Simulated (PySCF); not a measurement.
# C2H3BCl2S: NMR shifts at several levels of theory

Aim: compute the NMR shifts of C2H3BCl2S (`ClB(Cl)[C@@H]1CS1`) at several levels, and see how far they spread and what each costs.

Computed with PySCF 2.14.0, with density-fitted response routines of our own, on a single molecule in the gas phase. Atoms count from 0, in the outputs and in this text.

### 1 The molecule as given

9 atoms, charge 0, multiplicity 1; geometry from: GFN2-xTB.

Bonds of the start (Å): Cl0–B1 1.72, B1–Cl2 1.72, B1–C3 1.57, C3–C4 1.49, C4–S5 1.79, S5–C3 1.84, C3–H6 1.09, C4–H7 1.08, C4–H8 1.08.

### 2 Relaxing the molecule at PBE0-D3(BJ)/def2-SVP

Job settings and geometry (Å):

```
{"job": {"xc": "PBE0", "basis": "def2-SVP", "d3": "d3bj", "grid": 1, "kind": "geom"}, "charge": 0, "multiplicity": 1}
Cl     2.396279     1.629751    -0.382761
B      1.337428     0.281347    -0.272562
Cl     1.950508    -1.298557    -0.545278
C     -0.175932     0.514871     0.055416
C     -1.103565    -0.601751     0.401959
S     -1.312615    -0.029145    -1.279917
H     -0.462334     1.493455     0.431687
H     -0.688837    -1.596488     0.497345
H     -1.927370    -0.387488     1.068931
```

The log of the run:

```text
step   0  E = -1420.48784457  max force = 0.021633
step   1  E = -1420.48976077  max force = 0.006829
step   2  E = -1420.48994811  max force = 0.002392
step   3  E = -1420.49000560  max force = 0.002548
step   4  E = -1420.49005350  max force = 0.002794
step   5  E = -1420.49012294  max force = 0.001768
step   6  E = -1420.49013263  max force = 0.001543
step   7  E = -1420.49017236  max force = 0.001414
step   8  E = -1420.49018744  max force = 0.000984
step   9  E = -1420.49018886  max force = 0.000363
optimisation converged
```

Wall time 52 s (1 thread, shared host).

Along the way:

```csv
step,energy from step 0 (eV),largest force component (eV/Å)
0,0.0000,1.1124
1,-0.0521,0.3512
2,-0.0572,0.1230
3,-0.0588,0.1310
4,-0.0601,0.1437
5,-0.0620,0.0909
6,-0.0623,0.0793
7,-0.0633,0.0727
8,-0.0638,0.0506
9,-0.0638,0.0187
```

Close pairs (by a distance rule), those that changed most:

```csv
bond,before (Å),after (Å),change (Å)
B1–Cl2,1.716,1.755,+0.038
Cl0–B1,1.718,1.752,+0.034
C4–S5,1.789,1.806,+0.017
B1–C3,1.566,1.551,-0.015
C3–C4,1.492,1.479,-0.013
C4–H7,1.082,1.095,+0.013
C4–H8,1.081,1.094,+0.013
C3–H6,1.087,1.095,+0.008
```

The next job starts from the end point, and lists it.

```csv
at the end point,value
point group (found at 0.08 Å tolerance),C1
"rotational constants (GHz, main isotopes)","2.503, 1.378, 1.024"
dipole moment (D),2.12
```

### 3 Nuclear shieldings: PBE0/STO-3G

Job settings and geometry (Å):

```
{"job": {"kind": "nmr", "xc": "PBE0", "basis": "STO-3G", "pop": true}, "charge": 0, "multiplicity": 1}
Cl     2.416316     1.246765    -0.217847
B      1.391691    -0.123897     0.159241
Cl     2.059560    -1.741586     0.034347
C     -0.073587     0.119505     0.605811
C     -1.014351    -1.011286     0.759598
S     -1.057966    -0.292799    -0.896789
H     -0.341895     1.079931     1.058534
H     -0.601236    -2.023358     0.820894
H     -1.913571    -0.835747     1.357945
```

With the program's defaults for keys left out, this is: GIAO PBE0/STO-3G NMR shielding, non-relativistic, gas phase.

The log of the run:

```text
coarse grid: 9992 points
cycle   1  E = -1405.3255446506  dE =  8.021e-02  |g| = 4.035e-01  |ddm| = 4.113e+00
cycle   2  E = -1405.2685664978  dE =  5.698e-02  |g| = 5.938e-01  |ddm| = 1.645e+00
cycle   3  E = -1405.3984635405  dE = -1.299e-01  |g| = 5.187e-02  |ddm| = 9.820e-01
cycle   4  E = -1405.3993609605  dE = -8.974e-04  |g| = 2.515e-02  |ddm| = 1.245e-01
cycle   5  E = -1405.3995807802  dE = -2.198e-04  |g| = 2.810e-03  |ddm| = 4.000e-02
cycle   6  E = -1405.3995842169  dE = -3.437e-06  |g| = 1.146e-03  |ddm| = 7.858e-03
final grid: 84984 points
cycle   7  E = -1405.3506006796  dE =  2.164e-06  |g| = 6.032e-03  |ddm| = 1.634e-02
cycle   8  E = -1405.3505862820  dE =  1.440e-05  |g| = 8.631e-03  |ddm| = 2.175e-02
cycle   9  E = -1405.3506134650  dE = -2.718e-05  |g| = 3.889e-04  |ddm| = 1.348e-02
cycle  10  E = -1405.3506135255  dE = -6.047e-08  |g| = 5.936e-05  |ddm| = 6.870e-04
cycle  11  E = -1405.3506135267  dE = -1.159e-09  |g| = 1.602e-05  |ddm| = 1.196e-04
cycle  12  E = -1405.3506135268  dE = -1.405e-10  |g| = 3.881e-06  |ddm| = 4.938e-05
converged SCF energy = -1405.3506135268

GIAO shielding tensors (ppm)
atom      isotropic    diamagn.    paramagn.     s11        s22        s33       span
  0 Cl     951.671    1128.075    -176.404    804.482    876.776   1173.755    369.274
  1 B       79.097     199.382    -120.285     52.715     70.109    114.466     61.751
  2 Cl     978.955    1128.486    -149.531    842.894    906.419   1187.553    344.660
  3 C      204.375     251.213     -46.838    172.524    218.336    222.264     49.740
  4 C      202.908     253.853     -50.945    186.435    204.755    217.533     31.098
  5 S      717.579    1043.032    -325.453    139.724    871.770   1141.243   1001.519
  6 H       30.397      31.104      -0.706     23.574     28.712     38.907     15.333
  7 H       30.561      30.867      -0.306     23.250     30.125     38.307     15.058
  8 H       30.537      30.176       0.361     24.853     26.303     40.455     15.602
```

Run time: 4.5 s. Hardware: 1 thread, shared host.

Shifts follow as δ = σ(reference) − σ, with reference shieldings (ppm) from runs at the same level and on the same kind of geometry: ¹H TMS 32.60, ¹³C TMS 234.7, ¹¹B BF3·OEt2 128.7, ³³S CS2 625, ³⁵Cl HCl 1026. The references are single molecules in the gas phase. Atoms listed in one row are averaged.

| atoms | environment | σ (ppm) | δ (ppm) |
| --- | --- | --- | --- |
| C4 | thiirane ring carbon | 202.9 | 31.8 |
| C3 | thiirane ring carbon | 204.4 | 30.3 |
| H6 | hydrogen on a thiirane ring carbon | 30.40 | 2.21 |
| H8 | hydrogen on a thiirane ring carbon | 30.54 | 2.07 |
| H7 | hydrogen on a thiirane ring carbon | 30.56 | 2.04 |
| Cl0, Cl2 | chlorine bonded to B | 965 | 61 |
| B1 | boron bonded to C, 2 Cl | 79.1 | 49.7 |
| S5 | sulfide sulfur | 718 | -93 |

Charges from the same density, by scheme (e):

```csv
atoms,Mulliken,IAO,Hirshfeld,ESP fit
"Cl0, Cl2",-0.17,-0.03,-0.16,-0.22
B1,0.31,0.04,0.26,0.48
C3,-0.22,-0.31,-0.06,-0.28
C4,-0.22,-0.32,-0.02,-0.16
S5,0.15,0.21,0.04,0.05
```

Mayer bond orders: Cl0–B1 1.12, B1–Cl2 1.11, B1–C3 1.04, C3–C4 1.02, C4–S5 0.97, S5–C3 0.87.

Ring of atoms C3, C4, S5: NICS(0) -40.8, NICS(1) -6.6, NICS(1)zz -20.0 ppm (means of both faces).

In rings of three or four atoms NICS is ruled by the nearby σ bonds, so it says little on aromaticity.

### 4 Shielding tensors: PBE0/6-31G

Same as in step 3 but for these lines:

```diff
@@ -1,2 +1,2 @@
-{"job": {"kind": "nmr", "xc": "PBE0", "basis": "STO-3G", "pop": true}, "charge": 0, "multiplicity": 1}
+{"job": {"kind": "nmr", "xc": "PBE0", "basis": "6-31G", "pop": true}, "charge": 0, "multiplicity": 1}
 Cl     2.416316     1.246765    -0.217847
```

With the program's defaults for keys left out, this is: GIAO PBE0/6-31G NMR shielding, non-relativistic, gas phase.

The log of the run:

```text
coarse grid: 9992 points
cycle   1  E = -1420.8387219355  dE =  9.252e-01  |g| = 3.085e-01  |ddm| = 3.360e+00
cycle   2  E = -1420.8218130367  dE =  1.691e-02  |g| = 4.090e-01  |ddm| = 1.450e+00
cycle   3  E = -1420.8739102312  dE = -5.210e-02  |g| = 5.251e-02  |ddm| = 7.379e-01
cycle   4  E = -1420.8745234164  dE = -6.132e-04  |g| = 2.474e-02  |ddm| = 8.614e-02
cycle   5  E = -1420.8747000458  dE = -1.766e-04  |g| = 4.004e-03  |ddm| = 4.037e-02
cycle   6  E = -1420.8747053365  dE = -5.291e-06  |g| = 1.548e-03  |ddm| = 1.023e-02
final grid: 84984 points
cycle   7  E = -1420.8106471327  dE = -1.823e-06  |g| = 8.765e-03  |ddm| = 2.479e-02
cycle   8  E = -1420.8106105864  dE =  3.655e-05  |g| = 1.389e-02  |ddm| = 2.981e-02
cycle   9  E = -1420.8106703057  dE = -5.972e-05  |g| = 6.632e-04  |ddm| = 1.990e-02
cycle  10  E = -1420.8106704305  dE = -1.248e-07  |g| = 1.759e-04  |ddm| = 1.105e-03
cycle  11  E = -1420.8106704392  dE = -8.652e-09  |g| = 3.477e-05  |ddm| = 2.898e-04
cycle  12  E = -1420.8106704396  dE = -4.006e-10  |g| = 7.494e-06  |ddm| = 7.687e-05
converged SCF energy = -1420.8106704396

GIAO shielding tensors (ppm)
atom      isotropic    diamagn.    paramagn.     s11        s22        s33       span
  0 Cl     714.759    1145.765    -431.006    447.440    779.743    917.095    469.655
  1 B       60.279     199.379    -139.100     31.571     53.545     95.720     64.149
  2 Cl     779.652    1145.721    -366.069    510.207    858.699    970.049    459.842
  3 C      172.623     257.173     -84.550    134.366    187.085    196.419     62.053
  4 C      172.665     259.427     -86.762    147.604    177.083    193.308     45.704
  5 S      704.666    1053.476    -348.810    204.825    815.834   1093.338    888.513
  6 H       29.989      31.007      -1.018     24.143     27.128     38.695     14.552
  7 H       29.632      30.736      -1.104     22.818     28.474     37.604     14.785
  8 H       29.786      30.677      -0.891     24.214     25.393     39.750     15.535
```

Wall time 9.4 s (1 thread, shared host).

Key values: δ C3 26.9, C4 26.9, Cl0 184, B1 52.9, H7 2.98, H8 2.83 ppm (means over like atoms).

### 5 NMR shieldings: PBE0/6-31G*

Same as in step 4 but for these lines:

```diff
@@ -1,2 +1,2 @@
-{"job": {"kind": "nmr", "xc": "PBE0", "basis": "6-31G", "pop": true}, "charge": 0, "multiplicity": 1}
+{"job": {"kind": "nmr", "xc": "PBE0", "basis": "6-31G*", "pop": true}, "charge": 0, "multiplicity": 1}
 Cl     2.416316     1.246765    -0.217847
```

With the program's defaults for keys left out, this is: GIAO PBE0/6-31G* NMR shielding, non-relativistic, gas phase.

The log of the run:

```text
coarse grid: 9992 points
cycle   1  E = -1420.9449887876  dE =  8.191e-01  |g| = 2.719e-01  |ddm| = 3.204e+00
cycle   2  E = -1420.9412854994  dE =  3.703e-03  |g| = 3.121e-01  |ddm| = 7.816e-01
cycle   3  E = -1420.9684043949  dE = -2.712e-02  |g| = 6.210e-02  |ddm| = 4.554e-01
cycle   4  E = -1420.9693871474  dE = -9.828e-04  |g| = 2.133e-02  |ddm| = 9.809e-02
cycle   5  E = -1420.9694966039  dE = -1.095e-04  |g| = 7.097e-03  |ddm| = 2.885e-02
cycle   6  E = -1420.9695112418  dE = -1.464e-05  |g| = 1.509e-03  |ddm| = 1.132e-02
cycle   7  E = -1420.9695118122  dE = -5.704e-07  |g| = 4.551e-04  |ddm| = 2.023e-03
final grid: 84984 points
cycle   8  E = -1420.9051632797  dE = -9.347e-06  |g| = 7.812e-03  |ddm| = 2.137e-02
cycle   9  E = -1420.9051337008  dE =  2.958e-05  |g| = 1.274e-02  |ddm| = 2.218e-02
cycle  10  E = -1420.9051804954  dE = -4.679e-05  |g| = 6.756e-04  |ddm| = 1.502e-02
cycle  11  E = -1420.9051806312  dE = -1.358e-07  |g| = 1.663e-04  |ddm| = 1.155e-03
cycle  12  E = -1420.9051806383  dE = -7.165e-09  |g| = 5.172e-05  |ddm| = 2.517e-04
cycle  13  E = -1420.9051806390  dE = -7.326e-10  |g| = 1.333e-05  |ddm| = 8.027e-05
converged SCF energy = -1420.9051806390

GIAO shielding tensors (ppm)
atom      isotropic    diamagn.    paramagn.     s11        s22        s33       span
  0 Cl     733.484    1146.744    -413.260    487.859    809.132    903.460    415.601
  1 B       61.182     197.040    -135.858     34.092     56.313     93.141     59.049
  2 Cl     796.886    1146.872    -349.987    547.752    885.054    957.851    410.099
  3 C      167.525     252.450     -84.924    130.573    180.408    191.595     61.022
  4 C      166.809     256.130     -89.321    143.306    170.927    186.194     42.888
  5 S      704.022    1055.095    -351.073    196.110    816.108   1099.848    903.739
  6 H       29.411      29.779      -0.368     23.479     26.641     38.111     14.632
  7 H       29.252      30.041      -0.789     22.510     28.001     37.245     14.735
  8 H       29.303      29.321      -0.018     23.485     25.087     39.336     15.851
```

Run time: 11 s. Hardware: 1 thread, shared host.

In short: δ C4 27.3, C3 26.6, Cl0 165, B1 51.1, H7 2.71, H8 2.66 ppm (means over like atoms).

### 6 Nuclear shieldings: PBE0/6-311+G(2d,p)

Same as in step 5 but for these lines:

```diff
@@ -1,2 +1,2 @@
-{"job": {"kind": "nmr", "xc": "PBE0", "basis": "6-31G*", "pop": true}, "charge": 0, "multiplicity": 1}
+{"job": {"kind": "nmr", "xc": "PBE0", "basis": "6-311+G(2d,p)", "pop": true}, "charge": 0, "multiplicity": 1}
 Cl     2.416316     1.246765    -0.217847
```

Method: GIAO PBE0/6-311+G(2d,p) NMR shielding, non-relativistic, gas phase.

The log of the run:

```text
coarse grid: 9992 points
cycle   1  E = -1420.9935223087  dE =  7.532e-01  |g| = 3.006e-01  |ddm| = 3.050e+00
cycle   2  E = -1420.9927746345  dE =  7.477e-04  |g| = 2.829e-01  |ddm| = 8.130e-01
cycle   3  E = -1421.0115885645  dE = -1.881e-02  |g| = 9.147e-02  |ddm| = 4.447e-01
cycle   4  E = -1421.0134173756  dE = -1.829e-03  |g| = 3.811e-02  |ddm| = 1.441e-01
cycle   5  E = -1421.0137751728  dE = -3.578e-04  |g| = 7.992e-03  |ddm| = 5.274e-02
cycle   6  E = -1421.0137916173  dE = -1.644e-05  |g| = 2.612e-03  |ddm| = 1.336e-02
cycle   7  E = -1421.0137931644  dE = -1.547e-06  |g| = 7.847e-04  |ddm| = 4.114e-03
final grid: 84984 points
cycle   8  E = -1421.0286563365  dE = -3.298e-05  |g| = 8.093e-03  |ddm| = 5.388e-02
cycle   9  E = -1421.0286286696  dE =  2.767e-05  |g| = 1.271e-02  |ddm| = 1.964e-02
cycle  10  E = -1421.0286705474  dE = -4.188e-05  |g| = 1.339e-03  |ddm| = 1.669e-02
cycle  11  E = -1421.0286710316  dE = -4.842e-07  |g| = 2.412e-04  |ddm| = 2.641e-03
cycle  12  E = -1421.0286710444  dE = -1.282e-08  |g| = 9.074e-05  |ddm| = 4.018e-04
cycle  13  E = -1421.0286710466  dE = -2.149e-09  |g| = 2.901e-05  |ddm| = 1.630e-04
cycle  14  E = -1421.0286710468  dE = -2.215e-10  |g| = 5.185e-06  |ddm| = 6.039e-05
converged SCF energy = -1421.0286710468

GIAO shielding tensors (ppm)
atom      isotropic    diamagn.    paramagn.     s11        s22        s33       span
  0 Cl     707.910    1147.236    -439.326    452.596    800.271    870.862    418.266
  1 B       50.828     189.029    -138.201     18.896     48.231     85.356     66.461
  2 Cl     774.130    1147.006    -372.876    514.596    879.020    928.775    414.179
  3 C      156.895     243.598     -86.703    117.013    169.857    183.816     66.803
  4 C      156.748     251.285     -94.538    132.110    161.347    176.786     44.676
  5 S      670.617    1055.978    -385.361    146.648    772.677   1092.527    945.880
  6 H       28.766      28.574       0.192     23.026     25.881     37.390     14.364
  7 H       28.631      30.752      -2.121     21.829     27.330     36.735     14.906
  8 H       28.773      30.563      -1.791     22.779     24.668     38.871     16.091
```

It took 30 s on 1 thread, shared host.

Key values: δ C4 29.7, C3 29.5, Cl0 207, B1 51.6, H7 2.88, H6 2.74 ppm (means over like atoms).

### 7 Shielding tensors: PBE0/def2-SVP

Same as in step 6 but for these lines:

```diff
@@ -1,2 +1,2 @@
-{"job": {"kind": "nmr", "xc": "PBE0", "basis": "6-311+G(2d,p)", "pop": true}, "charge": 0, "multiplicity": 1}
+{"job": {"kind": "nmr", "xc": "PBE0", "basis": "def2-SVP", "pop": true}, "charge": 0, "multiplicity": 1}
 Cl     2.416316     1.246765    -0.217847
```

With the program's defaults for keys left out, this is: GIAO PBE0/def2-SVP NMR shielding, non-relativistic, gas phase.

The log of the run:

```text
coarse grid: 9992 points
cycle   1  E = -1420.3185991210  dE =  7.439e-01  |g| = 2.606e-01  |ddm| = 3.370e+00
cycle   2  E = -1420.3131376274  dE =  5.461e-03  |g| = 3.098e-01  |ddm| = 7.493e-01
cycle   3  E = -1420.3390916621  dE = -2.595e-02  |g| = 5.855e-02  |ddm| = 4.183e-01
cycle   4  E = -1420.3399222419  dE = -8.306e-04  |g| = 2.233e-02  |ddm| = 8.019e-02
cycle   5  E = -1420.3400423926  dE = -1.202e-04  |g| = 6.995e-03  |ddm| = 2.891e-02
cycle   6  E = -1420.3400564315  dE = -1.404e-05  |g| = 1.392e-03  |ddm| = 1.086e-02
cycle   7  E = -1420.3400569038  dE = -4.724e-07  |g| = 4.802e-04  |ddm| = 1.925e-03
final grid: 84984 points
cycle   8  E = -1420.4803421908  dE = -1.338e-05  |g| = 7.242e-03  |ddm| = 2.693e-02
cycle   9  E = -1420.4803185076  dE =  2.368e-05  |g| = 1.156e-02  |ddm| = 2.005e-02
cycle  10  E = -1420.4803564116  dE = -3.790e-05  |g| = 7.911e-04  |ddm| = 1.344e-02
cycle  11  E = -1420.4803565886  dE = -1.770e-07  |g| = 1.681e-04  |ddm| = 1.264e-03
cycle  12  E = -1420.4803565961  dE = -7.501e-09  |g| = 5.122e-05  |ddm| = 2.510e-04
cycle  13  E = -1420.4803565968  dE = -7.244e-10  |g| = 1.504e-05  |ddm| = 7.341e-05
converged SCF energy = -1420.4803565968

GIAO shielding tensors (ppm)
atom      isotropic    diamagn.    paramagn.     s11        s22        s33       span
  0 Cl     752.048    1145.908    -393.860    503.670    810.344    942.128    438.457
  1 B       59.667     194.282    -134.615     29.849     54.100     95.050     65.201
  2 Cl     813.870    1146.053    -332.182    566.960    890.293    984.358    417.399
  3 C      167.084     250.933     -83.849    129.019    181.703    190.530     61.512
  4 C      165.753     251.354     -85.602    140.897    169.995    186.367     45.470
  5 S      718.244    1055.032    -336.788    237.282    821.012   1096.438    859.155
  6 H       29.009      30.907      -1.897     22.881     26.137     38.010     15.129
  7 H       28.750      30.482      -1.732     21.676     27.742     36.831     15.154
  8 H       28.873      29.362      -0.489     22.853     24.543     39.224     16.371
```

It took 10 s on 1 thread, shared host.

Key values: δ C4 28.0, C3 26.6, Cl0 185, B1 51.0, H7 2.59, H8 2.47 ppm (means over like atoms).

### 8 NMR shieldings: PBE0/def2-TZVP

Same as in step 7 but for these lines:

```diff
@@ -1,2 +1,2 @@
-{"job": {"kind": "nmr", "xc": "PBE0", "basis": "def2-SVP", "pop": true}, "charge": 0, "multiplicity": 1}
+{"job": {"kind": "nmr", "xc": "PBE0", "basis": "def2-TZVP", "pop": true}, "charge": 0, "multiplicity": 1}
 Cl     2.416316     1.246765    -0.217847
```

With the program's defaults for keys left out, this is: GIAO PBE0/def2-TZVP NMR shielding, non-relativistic, gas phase.

The log of the run:

```text
coarse grid: 9992 points
cycle   1  E = -1421.0247871606  dE =  7.905e-01  |g| = 2.664e-01  |ddm| = 2.555e+00
cycle   2  E = -1421.0250953188  dE = -3.082e-04  |g| = 2.788e-01  |ddm| = 5.405e-01
cycle   3  E = -1421.0435715701  dE = -1.848e-02  |g| = 7.223e-02  |ddm| = 2.566e-01
cycle   4  E = -1421.0446308379  dE = -1.059e-03  |g| = 3.369e-02  |ddm| = 8.137e-02
cycle   5  E = -1421.0449056043  dE = -2.748e-04  |g| = 7.579e-03  |ddm| = 2.804e-02
cycle   6  E = -1421.0449197385  dE = -1.413e-05  |g| = 2.777e-03  |ddm| = 8.437e-03
cycle   7  E = -1421.0449214878  dE = -1.749e-06  |g| = 8.132e-04  |ddm| = 2.983e-03
final grid: 84984 points
cycle   8  E = -1421.0408295211  dE = -3.416e-05  |g| = 8.555e-03  |ddm| = 3.704e-02
cycle   9  E = -1421.0408014104  dE =  2.811e-05  |g| = 1.291e-02  |ddm| = 1.492e-02
cycle  10  E = -1421.0408441009  dE = -4.269e-05  |g| = 1.712e-03  |ddm| = 1.090e-02
cycle  11  E = -1421.0408448613  dE = -7.604e-07  |g| = 2.668e-04  |ddm| = 1.618e-03
cycle  12  E = -1421.0408448769  dE = -1.557e-08  |g| = 9.581e-05  |ddm| = 2.805e-04
cycle  13  E = -1421.0408448792  dE = -2.350e-09  |g| = 3.164e-05  |ddm| = 1.082e-04
cycle  14  E = -1421.0408448795  dE = -2.578e-10  |g| = 5.818e-06  |ddm| = 3.065e-05
converged SCF energy = -1421.0408448795

GIAO shielding tensors (ppm)
atom      isotropic    diamagn.    paramagn.     s11        s22        s33       span
  0 Cl     686.138    1143.940    -457.802    420.938    781.729    855.748    434.810
  1 B       49.121     191.844    -142.723     16.721     45.072     85.570     68.850
  2 Cl     756.200    1144.408    -388.208    485.959    863.988    918.653    432.694
  3 C      157.404     246.088     -88.684    117.491    170.737    183.984     66.493
  4 C      157.099     246.271     -89.172    132.576    161.673    177.048     44.472
  5 S      659.879    1053.783    -393.904    126.236    762.375   1091.027    964.791
  6 H       28.768      29.776      -1.008     23.069     25.875     37.360     14.292
  7 H       28.659      29.467      -0.807     21.820     27.406     36.752     14.932
  8 H       28.765      28.757       0.008     22.759     24.643     38.893     16.133
```

It took 31 s on 1 thread, shared host.

In short: δ C4 29.6, C3 29.2, Cl0 212, B1 53.5, H7 2.82, H8 2.72 ppm (means over like atoms).

### 9 Run by run: NMR shifts

Shifts (ppm) of some atoms, chosen among heavy atoms and hydrogens apart, means over like atoms, with basis size and wall time:

| run | C4 | C3 | H8 | H7 | Cl0 | B1 | S5 | functions | time |
| --- | --- | --- | --- | --- | --- | --- | --- | --- | --- |
| PBE0/STO-3G | 31.8 | 30.3 | 2.07 | 2.04 | 61 | 49.7 | -93 | 45 | 4.5 s |
| PBE0/6-31G | 26.9 | 26.9 | 2.83 | 2.98 | 184 | 52.9 | -164 | 72 | 9.4 s |
| PBE0/6-31G* | 27.3 | 26.6 | 2.66 | 2.71 | 165 | 51.1 | -158 | 102 | 11 s |
| PBE0/6-311+G(2d,p) | 29.7 | 29.5 | 2.74 | 2.88 | 207 | 51.6 | -163 | 204 | 30 s |
| PBE0/def2-SVP | 28.0 | 26.6 | 2.47 | 2.59 | 185 | 51.0 | -151 | 111 | 10 s |
| PBE0/def2-TZVP | 29.6 | 29.2 | 2.72 | 2.82 | 212 | 53.5 | -168 | 222 | 31 s |

### 10 Summary of results

```
                                                              quantity                                            value
                                                           point group                                               C1
                                  rotational constants (main isotopes)                             2.50, 1.38, 1.02 GHz
                                  ¹³C shifts against TMS (PBE0/STO-3G)                                   31.8, 30.3 ppm
                                   ¹H shifts against TMS (PBE0/STO-3G)                             2.21, 2.07, 2.04 ppm
³⁵Cl shifts against HCl (PBE0/STO-3G, means over atoms taken as alike)                                           61 ppm
                             ¹¹B shifts against BF3·OEt2 (PBE0/STO-3G)                                         49.7 ppm
                                  ³³S shifts against CS2 (PBE0/STO-3G)                                          -93 ppm
                                             range of the shift of Cl0                                    61 to 212 ppm
                                         property runs in this session  6, of which 0 failed and 1 gave unsound results
```

**Reading.** Single values in the summary come from the first run of each kind that ended normally (PBE0/STO-3G), which need not be the best level. A minimal basis gives no usable values, so read them as a test of settings alone. Relaxing lowered the energy by 0.064 eV in 9 steps; the close pair that moved most is B1–Cl2, from 1.716 to 1.755 Å. No frequency check was run at this level, so the end point may be a saddle. At PBE0/STO-3G: Shielding is most anisotropic at S5 (span 1002 ppm, paramagnetic term -325 ppm). Across the 6 runs the shift of Cl0 (with its like atoms) moves most, between 61 (PBE0/STO-3G) and 212 ppm (PBE0/def2-TZVP). A minimal basis is unusable for shieldings, so that end is no result.
